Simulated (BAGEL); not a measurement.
# CH6SeSi (SMILES C[Se][SiH3]): PBE0/def2-SVP (density fitting with qzvpp-jkfit)

Aim: the energy change on altering one bond length of CH6SeSi at PBE0/def2-SVP (density fitting with qzvpp-jkfit), from 2 runs. 

The results are computed with BAGEL 1.2.2.

12 further runs of the same task are left out: 12 set aside as unsound or not needed.

## 1. Starting point

The species is CH6SeSi (9 atoms), meant as a singlet with charge 0. SMILES: `C[Se][SiH3]`. The shape is that of a PBE0-D4/def2-TZVP optimisation.

Bond lengths: C1–Se2 1.958 Å, Se2–Si3 2.266 Å, C1–H4 1.088 Å, C1–H5 1.088 Å, C1–H6 1.088 Å, Si3–H7 1.484 Å, Si3–H8 1.487 Å, Si3–H9 1.487 Å. Some angles: C1–Se2–Si3 96.6°, Se2–C1–H4 110.3°, Se2–C1–H5 106.4°, Se2–C1–H6 110.3°, Se2–Si3–H7 106.4°, Se2–Si3–H8 111.1°, Se2–Si3–H9 111.1°, H4–C1–H5 109.6°, H4–C1–H6 110.7°, H5–C1–H6 109.5°.

## 2. A single-point energy at PBE0/def2-SVP (density fitting with qzvpp-jkfit)

Contents of input.json:

```json
{ "bagel": [

{
  "title": "molecule",
  "basis": "svp",
  "df_basis": "qzvpp-jkfit",
  "angstrom": "true",
  "geometry": [
    { "atom": "C", "xyz": [      -0.668100,       0.984200,      -1.065900 ] },
    { "atom": "Se", "xyz": [       1.178300,       0.439400,      -0.707400 ] },
    { "atom": "Si", "xyz": [       0.707700,      -0.956900,       1.014600 ] },
    { "atom": "H", "xyz": [      -1.267600,       0.121600,      -1.350400 ] },
    { "atom": "H", "xyz": [      -0.625200,       1.687600,      -1.895400 ] },
    { "atom": "H", "xyz": [      -1.092900,       1.476200,      -0.193100 ] },
    { "atom": "H", "xyz": [       2.004900,      -1.515500,       1.468900 ] },
    { "atom": "H", "xyz": [      -0.196600,      -2.055300,       0.581100 ] },
    { "atom": "H", "xyz": [       0.048100,      -0.227500,       2.130400 ] }
  ]
},

{
  "title": "ks",
  "xc_func": "pbe0"
},

{
  "title": "print",
  "file": "orbitals.molden",
  "orbitals": "true"
}

]}
```

Command:

```console
$ BAGEL_NUM_THREADS=1 BAGEL input.json > input.out
```

Standard output:

```text
* using 1 threads per process

  ===============================================================
  ===============================================================

  *** Geometry ***

  { "atom" : "C", "xyz" : [     -1.262526,      1.859868,     -2.014259 ] },
  { "atom" : "Se", "xyz" : [      2.226664,      0.830346,     -1.336792 ] },
  { "atom" : "Si", "xyz" : [      1.337359,     -1.808279,      1.917316 ] },
  { "atom" : "H", "xyz" : [     -2.395417,      0.229791,     -2.551886 ] },
  { "atom" : "H", "xyz" : [     -1.181457,      3.189102,     -3.581787 ] },
  { "atom" : "H", "xyz" : [     -2.065282,      2.789614,     -0.364906 ] },
  { "atom" : "H", "xyz" : [      3.788712,     -2.863880,      2.775819 ] },
  { "atom" : "H", "xyz" : [     -0.371520,     -3.883954,      1.098120 ] },
  { "atom" : "H", "xyz" : [      0.090896,     -0.429913,      4.025873 ] },

  Number of auxiliary basis functions:      577

  Since a DF basis is specified, we compute 2- and 3-index integrals:
    o Being stored without compression. Storage requirement is 0.041 GB

  Number of basis functions:       94
  Number of electrons      :       60

    * METHOD: MOLECULE                             0.59

  *** Kohn-Sham DFT ***

    * Removing 15223 points whose weight is below 1.00e-10
    * Grid points: 118931

  === Nuclear Repulsion ===
   254.3932996856

       - DIIS with orbital gradients will be used.

  === KS iteration (pbe0 / svp) ===
      0      -2642.15188895          0.08265150           0.77
      1      -2375.81030159          0.20190779           0.75
      2      -2557.30446340          0.10602807           0.76
      3      -2574.11446195          0.14622020           0.76
      4      -2722.11860298          0.09614152           0.76
      5      -2731.22338230          0.03521050           0.76
      6      -2731.52655624          0.02133746           0.76
      7      -2731.80699820          0.01037981           0.76
      8      -2731.87872564          0.00447853           0.75
      9      -2731.89722929          0.00080909           0.75
     10      -2731.89772336          0.00030482           0.75
     11      -2731.89778378          0.00004415           0.75
     12      -2731.89778456          0.00003195           0.75
     13      -2731.89778515          0.00000271           0.75
     14      -2731.89778515          0.00000053           0.75
     15      -2731.89778515          0.00000015           0.75
     16      -2731.89778515          0.00000004           0.75
     17      -2731.89778515          0.00000002           0.75
     18      -2731.89778515          0.00000000           0.75
    * SCF iteration converged.

    * Permanent dipole moment:
           (    0.527592,    -0.043346,    -0.030324) a.u.

    * METHOD: KS                                  15.25

    * METHOD: PRINT                                0.04

  ===============================================================
```

Wall time 16 s (1 thread of Arm Neoverse N1, shared host); peak memory 0.56 GiB.

## 3. The distorted shape

Contents of job.json:

```json
{ "bagel" : [

{
  "title" : "molecule",
  "basis" : "svp",
  "df_basis" : "qzvpp-jkfit",
  "angstrom" : true,
  "geometry" : [
    { "atom" : "C", "xyz" : [   -0.702421,    0.421464,   -0.402282 ] },
    { "atom" : "Se", "xyz" : [    1.143979,   -0.123336,   -0.043782 ] },
    { "atom" : "Si", "xyz" : [    0.673379,   -1.519636,    1.678218 ] },
    { "atom" : "H", "xyz" : [   -1.301921,   -0.441136,   -0.686782 ] },
    { "atom" : "H", "xyz" : [   -0.625200,    1.687600,   -1.895400 ] },
    { "atom" : "H", "xyz" : [   -1.127221,    0.913464,    0.470518 ] },
    { "atom" : "H", "xyz" : [    1.970579,   -2.078236,    2.132518 ] },
    { "atom" : "H", "xyz" : [   -0.230921,   -2.618036,    1.244718 ] },
    { "atom" : "H", "xyz" : [    0.013779,   -0.790236,    2.794018 ] }
  ]
},
{ "title" : "ks", "xc_func" : "pbe0" },
{ "title" : "print", "file" : "orbitals.molden", "orbitals" : true }

]}
```

Command:

```console
$ BAGEL_NUM_THREADS=1 BAGEL job.json > job.out
```

Standard output:

```text
* using 1 threads per process

  ===============================================================
  ===============================================================

  *** Geometry ***

  { "atom" : "C", "xyz" : [     -1.327383,      0.796452,     -0.760203 ] },
  { "atom" : "Se", "xyz" : [      2.161807,     -0.233071,     -0.082736 ] },
  { "atom" : "Si", "xyz" : [      1.272502,     -2.871696,      3.171372 ] },
  { "atom" : "H", "xyz" : [     -2.460274,     -0.833626,     -1.297830 ] },
  { "atom" : "H", "xyz" : [     -1.181457,      3.189102,     -3.581787 ] },
  { "atom" : "H", "xyz" : [     -2.130139,      1.726197,      0.889150 ] },
  { "atom" : "H", "xyz" : [      3.723855,     -3.927297,      4.029875 ] },
  { "atom" : "H", "xyz" : [     -0.436377,     -4.947371,      2.352176 ] },
  { "atom" : "H", "xyz" : [      0.026039,     -1.493330,      5.279929 ] },

  Number of auxiliary basis functions:      577

  Since a DF basis is specified, we compute 2- and 3-index integrals:
    o Being stored without compression. Storage requirement is 0.041 GB

  Number of basis functions:       94
  Number of electrons      :       60

    * METHOD: MOLECULE                             0.60

  *** Kohn-Sham DFT ***

    * Removing 14385 points whose weight is below 1.00e-10
    * Grid points: 119769

  === Nuclear Repulsion ===
   251.0975771468

       - DIIS with orbital gradients will be used.

  === KS iteration (pbe0 / svp) ===
      0      -2642.79548871          0.08225819           0.79
      1      -2378.02326677          0.19484572           0.77
      2      -2557.73603074          0.10592944           0.78
      3      -2566.97356993          0.13579208           0.78
      4      -2715.79412695          0.10877587           0.78
      5      -2730.01315030          0.05088288           0.78
      6      -2728.44346415          0.05611186           0.78
      7      -2729.30143305          0.04469963           0.78
      8      -2731.11133821          0.02508217           0.78
      9      -2731.75295685          0.00469807           0.78
     10      -2731.76636476          0.00129377           0.78
     11      -2731.76813989          0.00050997           0.78
     12      -2731.76828865          0.00029463           0.78
     13      -2731.76835166          0.00009755           0.78
     14      -2731.76835961          0.00003609           0.78
     15      -2731.76836055          0.00000340           0.78
     16      -2731.76836056          0.00000116           0.78
     17      -2731.76836056          0.00000017           0.78
     18      -2731.76836056          0.00000005           0.78
     19      -2731.76836056          0.00000002           0.78
     20      -2731.76836056          0.00000001           0.78
     21      -2731.76836056          0.00000000           0.79
    * SCF iteration converged.

    * Permanent dipole moment:
           (    0.404229,     0.184511,    -0.278812) a.u.

    * METHOD: KS                                  18.10

    * METHOD: PRINT                                0.04

  ===============================================================
```

Run time: 19 s. Hardware: 1 thread of Arm Neoverse N1, shared host; peak memory 0.56 GiB.

## 4. What came out

At PBE0/def2-SVP (density fitting with qzvpp-jkfit):

| quantity | value |
| --- | --- |
| first shape: total energy | -2731.89779 Eh |
| first shape: dipole moment | 1.35 D |
| first shape: HOMO energy | -6.51 eV |
| first shape: LUMO energy | 0.20 eV |
| first shape: HOMO–LUMO gap | 6.72 eV |
| distorted shape: total energy | -2731.76836 Eh |
| distorted shape: dipole moment | 1.33 D |
| distorted shape: HOMO energy | -6.68 eV |
| distorted shape: LUMO energy | -2.25 eV |
| distorted shape: HOMO–LUMO gap | 4.43 eV |
| energy change with the C1–H5 bond stretched from 1.088 to 1.959 Å | 3.522 eV |

What this shows: With the C1–H5 bond stretched from 1.088 to 1.959 Å the energy rises by 3.52 eV (81 kcal/mol). The first shape isn't relaxed at this level, so the change isn't measured from a minimum. A restricted reference can't describe the breaking bond well at this length.
